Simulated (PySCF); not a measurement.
**Pt⁺: dipole response in aug-cc-pwCVTZ-PP with ECP60**

How polarisable is Pt⁺ at the levels listed below?

The numbers are computed with PySCF 2.14.0 (unrestricted determinants in a Gaussian basis, no spin-orbit coupling in the energies), except any that are marked as measured or tabulated.

**1. The system**

```
Element     : platinum (Z = 78)
Basis       : aug-cc-pwCVTZ-PP with ECP60MDF (8s8p7d4f3g, 122 functions)
Hamiltonian : a scalar-relativistic core potential
State 1     : Pt⁺: [Xe] 4f14 5d9, 2D determinant
Methods     : revPBE
```

The outer shells:

Pt+ [Xe] 4f14 5d9
```
[Xe] core
4f [↑↓][↑↓][↑↓][↑↓][↑↓][↑↓][↑↓]
5d [↑↓][↑↓][↑↓][↑↓][↑ ]
```

One driver process ran all states and methods and kept the integrals in memory. Each run is shown as a PySCF script that sums up its settings (the driver passes frozen orbitals as a list and adds second-order terms of double hybrids); the logs are those of the runs themselves. The driver starts from symmetry-adapted Hartree-Fock orbitals, holds the occupation by maximum overlap and uses a logarithmic radial grid for functionals, so a plain start would take other cycles.

The integrals over 122 functions and the set-up took 1.8 s of CPU time.

**2. Pt⁺, at revPBE**

Level: revPBE.

Input file input.py:

```python
from pyscf import gto, scf, dft, mp, cc
import basis_set_exchange as bse
txt = bse.get_basis("aug-cc-pwCVTZ-PP", elements=["Pt"], fmt="nwchem", header=False)
cut = txt.index("\nECP")
mol = gto.M(atom="Pt 0 0 0", charge=1, spin=1, symmetry="D2h",
            basis=gto.basis.parse(txt[:cut]),
            ecp={"Pt": gto.basis.parse_ecp(txt[cut:])})
mf = dft.UKS(mol, xc="PBE_R,PBE")
mf.irrep_nelec = {'Ag': (3, 2), 'B1g': (1, 1), 'B2g': (1, 1), 'B3g': (1, 1), 'B1u': (1, 1), 'B2u': (1, 1), 'B3u': (1, 1)}
mf.kernel()
```

The program printed:

```text
damping factor = 0
level_shift factor = 0
DIIS = <class 'pyscf.scf.diis.CDIIS'>
diis_start_cycle = 1
diis_space = 10
diis_damp = 0
SCF conv_tol = 1e-09
SCF conv_tol_grad = None
number electrons alpha = 9  beta = 8
XC functionals = PBE_R,PBE
    Y. Zhang and W. Yang.,  Phys. Rev. Lett. 80, 890 (1998)
    J. P. Perdew, K. Burke, and M. Ernzerhof.,  Phys. Rev. Lett. 77, 3865 (1996)
    J. P. Perdew, K. Burke, and M. Ernzerhof.,  Phys. Rev. Lett. 78, 1396 (1997)
cycle= 1 E= -119.11225230856  delta_E= -0.00746  |g|= 0.118  |ddm|= 0.466
cycle= 2 E= -119.111654218547  delta_E= 0.000598  |g|= 0.158  |ddm|= 0.453
cycle= 3 E= -119.121399568024  delta_E= -0.00975  |g|= 0.023  |ddm|= 0.177
cycle= 4 E= -119.121957852503  delta_E= -0.000558  |g|= 0.0098  |ddm|= 0.0625
cycle= 5 E= -119.122246653747  delta_E= -0.000289  |g|= 0.0138  |ddm|= 0.0875
cycle= 6 E= -119.122319465629  delta_E= -7.28e-05  |g|= 0.00199  |ddm|= 0.0325
cycle= 7 E= -119.122326001367  delta_E= -6.54e-06  |g|= 0.000231  |ddm|= 0.0132
cycle= 8 E= -119.122326054378  delta_E= -5.3e-08  |g|= 5.84e-05  |ddm|= 0.00169
cycle= 9 E= -119.122326064013  delta_E= -9.64e-09  |g|= 4.33e-06  |ddm|= 0.000526
cycle= 10 E= -119.122326064036  delta_E= -2.24e-11  |g|= 6.02e-07  |ddm|= 1.99e-05
converged SCF energy = -119.122326064036  <S^2> = 1.0248225  2S+1 = 2.2581607
```

It used 14 s of CPU time after the integrals (shared host).

Orbital energies by shell (radii are means over both spins):

| shell | electrons | mean orbital energy (eV) | spread (eV) | rms radius (bohr) |
| --- | --- | --- | --- | --- |
| 5s α | 1 | -109.98 | 0 | 1.02 |
| 5s β | 1 | -109.44 | 0 | 1.02 |
| 5p α | 3 | -65.103 | 1.035 | 1.19 |
| 5p β | 3 | -64.464 | 0.290 | 1.19 |
| 5d α | 5 | -14.903 | 1.356 | 1.82 |
| 5d β | 4 | -14.303 | 0.223 | 1.82 |

⟨S²⟩ = 1.025, ⟨L²⟩ = 6.95.

The driver then solved the coupled dipole response at imaginary frequencies: mean α = 17.07 bohr³ (xx, yy, zz: 16.99, 16.99, 17.24), C₆ = 129.7 au for a like pair.

Energies and moments cover only the electrons outside the core potential. Spin-orbit coupling, absent here, splits the open shell strongly. ⟨S²⟩ = 1.02 against 0.75 shows spin contamination.

Radial density 4πr²ρ of Pt⁺ at revPBE, the electrons outside the core potential:

| r (bohr) | density | spin density |
| --- | --- | --- |
| 0.150 | 0.000104 | 0.000 |
| 0.253 | 0.00426 | 0.000 |
| 0.425 | 0.395 | 0.007 |
| 0.715 | 8.99 | 0.196 |
| 1.20 | 13.9 | 0.707 |
| 2.02 | 3.89 | 0.381 |
| 3.40 | 0.411 | 0.046 |
| 5.72 | 0.00760 | 0.001 |

**3. Polarisabilities and C₆**

Pt⁺, in atomic units:

| method | mean α | C₆ (like pair) | S(−4) |
| --- | --- | --- | --- |
| revPBE | 17.07 | 129.7 | 97.53 |

α(iu) at revPBE:

| u (hartree) | α(iu) (bohr³) |
| --- | --- |
| 0 | 17.07 |
| 0.0500 | 16.84 |
| 0.100 | 16.18 |
| 0.200 | 14.24 |
| 0.300 | 12.26 |
| 0.500 | 9.245 |
| 0.750 | 6.846 |
| 1.00 | 5.285 |
| 1.50 | 3.425 |
| 2.00 | 2.396 |
| 3.00 | 1.349 |
| 5.00 | 0.5878 |

**4. Outcome**

```
quantity                 value
α of Pt⁺  17.07 (revPBE) bohr³
```

A single London oscillator with the computed α and C₆ of Pt⁺ at revPBE would have ω = 4 C₆ / (3 α²) = 0.593 hartree. The basis is finite, and no extrapolation was made.
